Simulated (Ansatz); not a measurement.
Working through a rigid scan of one bond length of BrH3O2Sn, SMILES [OH][SnH]([OH])[Br]

With Ansatz 0.2.0, Python API.

The script reads `brh3o2sn.xyz`:
```text
7

O    -0.05840    1.53740   -0.71090
Sn   -0.04800   -0.07430    0.36510
O     1.60730   -1.04300   -0.02250
Br   -1.93320   -1.52550   -0.22590
H    -0.99700    1.96130   -0.55230
H    -0.11370    0.36140    2.06350
H     1.60420   -1.28530   -0.96260
```

Run as a notebook:

```python
import warnings

import ansatz
import numpy as np
```

```python
warnings.simplefilter('ignore', ansatz.DeckWarning)
```

```python
mol = ansatz.Crystal.molecule_from_extxyz('brh3o2sn.xyz')
```

```python
symbols = [site.symbol for site in mol.cartesian_sites]
start = np.array([site.position_ang for site in mol.cartesian_sites])
axis = (start[4] - start[0]) / np.linalg.norm(start[4] - start[0])
moving = [4]
lengths, energies = [0.917, 0.959, 1.0, 1.042, 1.084, 1.125, 1.167, 1.23], []
for length in lengths:
    xyz = start.copy()
    xyz[moving] += (length - np.linalg.norm(start[4] - start[0])) * axis
    point = ansatz.Crystal.molecule()
    for symbol, xyz in zip(symbols, xyz):
        point = point.atom(symbol, xyz.tolist())
    setup = (
        point.calculation()
        .basis(gaussian='def2-SVP')
        .functional('B3LYP')
        .accuracy('medium')
    )
    summary = setup.run(threads=1, pin='off').report
    energies.append(summary['free_energy_ev'])
    print(f'r = {length:6.3f} A  E = {energies[-1]:.5f} eV  <S^2> = {abs(summary["mean_field"]["state"]["spin_squared"]):.3f}')
```

    r =  0.917 A  E = -80012.97302 eV  <S^2> = 0.000
    r =  0.959 A  E = -80013.05037 eV  <S^2> = 0.000
    r =  1.000 A  E = -80013.03297 eV  <S^2> = 0.000
    r =  1.042 A  E = -80012.94411 eV  <S^2> = 0.000
    r =  1.084 A  E = -80012.80211 eV  <S^2> = 0.000
    r =  1.125 A  E = -80012.62617 eV  <S^2> = 0.000
    r =  1.167 A  E = -80012.41869 eV  <S^2> = 0.000
    r =  1.230 A  E = -80012.07398 eV  <S^2> = 0.000

```python
# quartic fit about the minimum
fit = np.polynomial.Polynomial.fit(lengths, np.array(energies) - min(energies), 4).convert()
roots = [r.real for r in fit.deriv().roots() if abs(r.imag) < 1e-9 and fit.deriv(2)(r.real) > 0]
r_e = min(roots, key=lambda r: abs(r - lengths[int(np.argmin(energies))]))
print(f'minimum of the fit at {r_e:.4f} A, force constant {fit.deriv(2)(r_e):.2f} eV/A^2')
```

    minimum of the fit at 0.9706 A, force constant 49.90 eV/A^2

What to keep in mind:
- The settings weren't tested for convergence.
- The rest of the molecule is held rigid at a force-field or estimated start geometry, and the basis set is modest; single-reference methods fail as a bond breaks.
- def2 sets replace the cores of elements past krypton by effective core potentials.
- b3lyp holds the VWN-RPA fit, as in Gaussian; the form of ORCA and Turbomole is b3lyp5.
- The orbitals are restricted, so S² is zero by construction.
- Wall time of the script: 39 s on 1 thread of Arm Neoverse V1, on a shared host, peak memory 0.3 GiB.

(Lines on the test bed's own set-up are left out of the output.)
